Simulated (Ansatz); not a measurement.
# BrGeH3: the cost of one run

The runs use Ansatz 0.2.0, Gaussian basis; PBE0-D4/def2-SVP.

17 further runs of the same task are left out: 1 that didn't finish, 16 set aside as unsound or not needed.

## Step 1: Starting geometry

The first end: 5 atoms, charge 0, spin multiplicity 1.

Atoms are counted from 1 here; the program's logs count them from 0.

Bond lengths: Ge1–Br2 2.309 Å, Ge1–H3 1.531 Å, Ge1–H4 1.532 Å, Ge1–H5 1.532 Å. Angles: Br2–Ge1–H3 107.2°, Br2–Ge1–H4 107.2°, Br2–Ge1–H5 107.2°, H3–Ge1–H4 111.7°, H3–Ge1–H5 111.7°, H4–Ge1–H5 111.7°.

As a file:

```xyz
5
charge 0, multiplicity 1
Ge   -0.1690    0.0875   -0.0069
Br    1.8799   -0.9737    0.0767
H    -0.9482   -0.5254   -1.1742
H    -0.8652   -0.1667    1.3333
H     0.1024    1.5784   -0.2289
```

The second end:

```
atom    x (Å)    y (Å)    z (Å)
 Ge1  -1.0014   0.6795   0.1317
 Br2   1.0953  -1.0137  -0.4403
  H3   0.5162  -1.6780  -1.5604
  H4  -0.7460   0.2218   1.6359
  H5   0.1357   1.7904   0.2332
```

## Step 2: The band at PBE0-D4/def2-SVP

neb/in.yaml

```yaml
crystal:
  periodic: [false, false, false]
  atoms:
    - {symbol: Ge, position_ang: [-0.168951, 0.087490, -0.006911]}
    - {symbol: Br, position_ang: [1.879901, -0.973745, 0.076699]}
    - {symbol: H, position_ang: [-0.948225, -0.525361, -1.174152]}
    - {symbol: H, position_ang: [-0.865177, -0.166718, 1.333301]}
    - {symbol: H, position_ang: [0.102351, 1.578434, -0.228935]}
basis:
  gaussian: {orbitals: def2-SVP}
hamiltonian: {xc: pbe0, dispersion: d4}
neb:
  images: 5
  climbing: true
  max_iterations: 40
  initial_path: idpp
  final_atoms:
    - {symbol: Ge, position_ang: [-1.001356, 0.679515, 0.131670]}
    - {symbol: Br, position_ang: [1.095333, -1.013702, -0.440317]}
    - {symbol: H, position_ang: [0.516230, -1.677970, -1.560431]}
    - {symbol: H, position_ang: [-0.745960, 0.221822, 1.635854]}
    - {symbol: H, position_ang: [0.135652, 1.790433, 0.233224]}
```

Command:

```
$ ansatz run in.yaml --threads 2 --pin off --events-out ev --progress --plain --max-ram 4352MiB
```

**Question.** How long does this run take on 2 threads of Intel Xeon 6975P-C, shared host?

About 77 s.
